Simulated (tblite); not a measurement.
# H42Sn28: the cost of one run

Computed with tblite 0.8.0 and PySCF 2.14.0 and routines of our own; the level stands in each step. Atoms count from 0.

### 1 The starting structure

70 atoms, charge 0, multiplicity 1; geometry from: force field, distance geometry or constructed start.

### 2 Optimising the geometry with GFN1-xTB

What the job is given:

```
{"job": {"kind": "relax", "xc": "GFN1-xTB", "basis": "xTB"}, "charge": 0, "multiplicity": 1}
Sn    -3.439400     3.312500    -0.451600
Sn    -5.743700     4.642600     0.443100
Sn    -8.031500     3.312000    -0.449000
Sn    -8.037400     0.667300     0.443800
Sn    -5.741500    -0.664100    -0.446600
Sn    -3.447600     0.662400     0.447400
Sn     5.740600     3.316000    -0.453300
Sn     3.447700     4.642700     0.451500
Sn     1.150800     3.312200    -0.450400
Sn     1.145300     0.662100     0.451600
Sn     3.442200    -0.664100    -0.452100
Sn     5.738000     0.660900     0.450000
Sn   -10.336300    -0.662200    -0.445000
Sn   -10.330700    -3.314900     0.447300
Sn    -8.038900    -4.634900    -0.449800
Sn    -5.742400    -3.313700     0.456300
Sn    10.333300     3.316200    -0.449100
Sn     8.035600     4.636600     0.449000
Sn     8.036100    -0.661100    -0.447500
Sn    10.335700     0.663800     0.452700
Sn    -1.150400     4.643800     0.451500
Sn    -1.149000    -0.661400    -0.450200
Sn    -1.144700    -3.309700     0.456600
Sn     1.143900    -4.644300    -0.451500
Sn     3.444800    -3.311700     0.450900
Sn     5.734400    -4.640900    -0.447500
Sn     8.037400    -3.312000     0.449300
Sn    -3.444900    -4.639400    -0.448800
H     -3.443700     3.314700    -2.172000
H     -5.739400     4.640400     2.173400
H     -5.736900     6.263500    -0.120800
H     -8.038600     3.315600    -2.169800
H     -9.443100     4.125800     0.117800
H     -8.034600     0.661600     2.173700
H     -5.739300    -0.661100    -2.173300
H     -3.443800     0.665100     2.167100
H      5.739700     3.314400    -2.174100
H      3.445200     4.642500     2.167400
H      3.445400     6.259000    -0.119800
H      1.143300     3.317700    -2.168800
H      1.148000     0.660600     2.173800
H      3.450200    -0.668500    -2.166300
H      5.745400     0.663900     2.166400
H    -10.330300    -0.663400    -2.171800
H    -11.742000     0.150300     0.122100
H    -10.334800    -3.312700     2.166600
H    -11.735900    -4.125600    -0.120300
H     -8.037000    -4.637400    -2.167700
H     -8.035100    -6.262500     0.119900
H     -5.738600    -3.313600     2.172000
H     10.332000     3.307000    -2.166900
H     11.744900     4.127000     0.119400
H      8.036300     4.639600     2.170100
H      8.033300     6.261300    -0.122700
H      8.037400    -0.663800    -2.168500
H     10.332400     0.665900     2.170600
H     11.744900    -0.154300    -0.121600
H     -1.145400     4.647600     2.169300
H     -1.148000     6.262200    -0.115700
H     -1.149000    -0.660900    -2.171000
H     -1.151900    -3.313400     2.171500
H      1.152000    -4.640300    -2.171900
H      1.149800    -6.262200     0.120500
H      3.444100    -3.310800     2.171100
H      5.746200    -4.636700    -2.168000
H      5.735600    -6.261100     0.121000
H      8.039100    -3.311200     2.168800
H      9.444600    -4.127400    -0.113800
H     -3.448300    -4.645300    -2.175000
H     -3.447000    -6.266300     0.125600
```

The run is started by

```sh
> OMP_NUM_THREADS=4 python large_run.py task.json out
```

One launch serves the whole session: the jobs run in the order shown.

**Question.** How long does this first job take on 4 threads of Arm Neoverse V2, shared host, and how much memory does it need?

About 16 s, with a peak of 0.14 GiB.
